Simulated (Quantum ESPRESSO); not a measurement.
MgC2:

```
Mg C
1.0
     3.95078    0.00000    0.00000
     0.00000    3.95078    0.00000
     0.00000    0.00000    4.98709
Mg C
2 4
Direct
  0.00000 0.00000 0.50000
  0.50000 0.50000 0.00000
  0.38766 0.61235 0.50000
  0.11235 0.11235 0.00000
  0.61235 0.38766 0.50000
  0.88765 0.88765 0.00000
```

The cell comes from a database or a generator and needn't be the stable form of this composition.

```yaml
Program: Quantum ESPRESSO 7.5
Task: single point
Functional: PBE
Potentials_or_basis: SSSP 1.3 efficiency PBE
Cutoff: 748 eV
Density_cutoff: 5987 eV
k_mesh: 7 × 7 × 6
Occupations: fermi-dirac, width 0.05 eV
Spin: no spin polarisation
```

On this cell: pressure -0.5 GPa; largest force 0.056 eV/Å; band gap on the k mesh 2.59 eV, indirect (least direct gap 2.96 eV).

The same run follows on a disturbed copy (atoms moved at random, drawn with an rms of 0.05 Å):

```
Mg C
1.0
     3.95078    0.00000    0.00000
     0.00000    3.95078    0.00000
     0.00000    0.00000    4.98709
Mg C
2 4
Direct
  0.99110 0.99565 0.49239
  0.50336 0.51002 0.99482
  0.38763 0.60669 0.50872
  0.11768 0.12096 0.00000
  0.61305 0.38570 0.49721
  0.87708 0.88348 0.00456
```

**Question.** What changes?

**Answer.** The energy moves by +42.8 meV/atom; pressure -3.5 GPa; largest force 5.568 eV/Å; band gap on the k mesh 2.27 eV, indirect (least direct gap 2.42 eV).

Forces in eV/Å, atoms in the order of the input:
```
Mg   0.197 -0.188  0.093
Mg  -0.414 -0.419  0.040
C   -0.452  0.532 -0.171
C   -3.593 -3.539  0.114
C    0.284 -0.279  0.080
C    3.979  3.892 -0.156
```

Stress tensor (GPa, compression positive):
```
-5.33 -6.11 -0.34
-6.11 -5.33  0.51
-0.34  0.51  0.24
```

Caveats: an odd mesh through Γ misses points on the zone boundary, where band edges often lie.
